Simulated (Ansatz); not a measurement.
# PbO (Litharge): the cost of one run

Program: Ansatz 0.2.0. Level of theory: reference: DFT, HSE06, plane waves, PAW. These are calculated values, not measurements.

The COD entry's cell or inner coordinates are ideal or old and differ from later refinements, so a difference from it is no clean test against experiment.

3 further runs of the same task are left out: 3 that didn't finish.

**1. Starting point**

It takes space group P4/nmm (No. 129, tetragonal). Conventional cell: a = 3.980 Å, b = 3.980 Å, c = 5.001 Å, α = 90.00°, β = 90.00°, γ = 90.00°. Around Pb (site symmetry 4mm) lie 4 O at 2.32 Å. Around O (site symmetry -4m2) lie 4 Pb at 2.32 Å.

Structure file:

```xyz
4
Lattice="3.9804 0.0000 0.0000 0.0000 3.9804 0.0000 0.0000 0.0000 5.0009" Properties=species:S:1:pos:R:3 pbc="T T T"
Pb    0.0000    1.9902    1.1834
Pb    1.9902    0.0000    3.8175
O     0.0000    0.0000    0.0000
O     1.9902    1.9902    0.0000
```

**2. Reference**

Input file input.yaml:

```yaml
crystal:
  lattice:
    - [3.9804038992, 0.0, 0.0]
    - [0.0, 3.9804038992, 0.0]
    - [0.0, 0.0, 5.0009130541]
  atoms:
    - { symbol: Pb, position: [0.0, 0.5, 0.2366325577] }
    - { symbol: Pb, position: [0.5, 0.0, 0.7633674423] }
    - { symbol: O, position: [0.0, 0.0, 0.0] }
    - { symbol: O, position: [0.5, 0.5, 0.0] }
kpoints:
  mp_grid: { grid: [4, 4, 2] }
hamiltonian:
  xc: hse06
scf:
  occupations: { method: fixed }
  n_extra_bands: 5
output:
  forces: true
  stress: true
  eigenvalues: true
```

Run with:

```sh
> ansatz run input.yaml --threads 4 --pin off --max-ram 3686MiB --backend cpu --events-out ev --progress --plain --runs-dir out
```

Q: Estimate wall time and peak memory on 4 threads of an Arm CPU, shared host.

About 11 s, with a peak of 0.92 GiB.
